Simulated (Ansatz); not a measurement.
# F2H5NOSi: the cost of one run

Program: Ansatz 0.2.0, Gaussian basis. Level of theory: PBE0-D4/def2-SVP. These are calculated values, not measurements.

22 further runs of the same task are left out: 22 set aside as unsound or not needed.

## 1. Starting geometry

The first end: 10 atoms, charge 0, spin multiplicity 1.

Atoms are counted from 1 here; the program's logs count them from 0.

Bond lengths: Si1–O2 1.653 Å, Si1–F3 1.609 Å, Si1–F4 1.629 Å, Si1–H5 1.477 Å, O2–H8 0.960 Å, H6–N7 1.014 Å, N7–H9 1.014 Å, N7–H10 1.014 Å. Angles: O2–Si1–F3 117.4°, O2–Si1–F4 97.9°, O2–Si1–H5 121.5°, F3–Si1–F4 97.3°, F3–Si1–H5 115.9°, F4–Si1–H5 97.6°, Si1–O2–H8 111.4°, H6–N7–H9 108.0°, H6–N7–H10 109.1°, H9–N7–H10 108.6°.

As a file:

```tsv
atom	x (Å)	y (Å)	z (Å)
Si1	0.6731	0.3789	0.3128
O2	0.6406	-1.2623	0.5096
F3	-0.2853	1.2581	1.2593
F4	2.0687	0.6714	1.1014
H5	1.0449	0.9936	-0.9783
H6	-0.9942	-0.6640	-1.4769
N7	-1.1580	-0.0537	-0.6843
H8	1.4060	-1.5724	0.9992
H9	-1.7724	-0.5373	-0.0379
H10	-1.6234	0.7877	-1.0048
```

The second end:

```tsv
atom	x (Å)	y (Å)	z (Å)
Si1	0.1964	1.1211	0.3455
O2	0.9373	-2.0583	-0.7041
F3	-0.2615	2.5215	0.9383
F4	0.8236	0.3456	1.5796
H5	1.1916	1.3621	-0.7039
H6	0.1419	-1.5358	-0.5342
N7	-1.0870	0.1760	-0.2475
H8	1.3244	-2.2013	0.1625
H9	-1.8594	-0.0685	0.3547
H10	-1.4073	0.3375	-1.1908
```

## 2. The band at PBE0-D4/def2-SVP

File neb/in.yaml:

```yaml
crystal:
  periodic: [false, false, false]
  atoms:
    - {symbol: Si, position_ang: [0.673127, 0.378880, 0.312794]}
    - {symbol: O, position_ang: [0.640564, -1.262322, 0.509610]}
    - {symbol: F, position_ang: [-0.285300, 1.258093, 1.259255]}
    - {symbol: F, position_ang: [2.068719, 0.671375, 1.101363]}
    - {symbol: H, position_ang: [1.044895, 0.993582, -0.978294]}
    - {symbol: H, position_ang: [-0.994167, -0.663998, -1.476905]}
    - {symbol: N, position_ang: [-1.158007, -0.053711, -0.684264]}
    - {symbol: H, position_ang: [1.405972, -1.572400, 0.999195]}
    - {symbol: H, position_ang: [-1.772381, -0.537339, -0.037904]}
    - {symbol: H, position_ang: [-1.623423, 0.787741, -1.004849]}
basis:
  gaussian: {orbitals: def2-SVP}
hamiltonian: {xc: pbe0, dispersion: d4}
neb:
  images: 5
  climbing: true
  max_iterations: 40
  initial_path: idpp
  final_atoms:
    - {symbol: Si, position_ang: [0.196378, 1.121115, 0.345452]}
    - {symbol: O, position_ang: [0.937272, -2.058297, -0.704142]}
    - {symbol: F, position_ang: [-0.261462, 2.521492, 0.938344]}
    - {symbol: F, position_ang: [0.823557, 0.345561, 1.579555]}
    - {symbol: H, position_ang: [1.191649, 1.362122, -0.703943]}
    - {symbol: H, position_ang: [0.141924, -1.535775, -0.534153]}
    - {symbol: N, position_ang: [-1.086986, 0.175998, -0.247515]}
    - {symbol: H, position_ang: [1.324379, -2.201330, 0.162483]}
    - {symbol: H, position_ang: [-1.859405, -0.068516, 0.354739]}
    - {symbol: H, position_ang: [-1.407307, 0.337531, -1.190820]}
```

Command:

```sh
> ansatz run in.yaml --threads 4 --pin off --events-out ev --progress --plain --max-ram 9574MiB
```

**Question.** How long does this run take on 4 threads of AMD EPYC, shared host?

About 4.6 min.
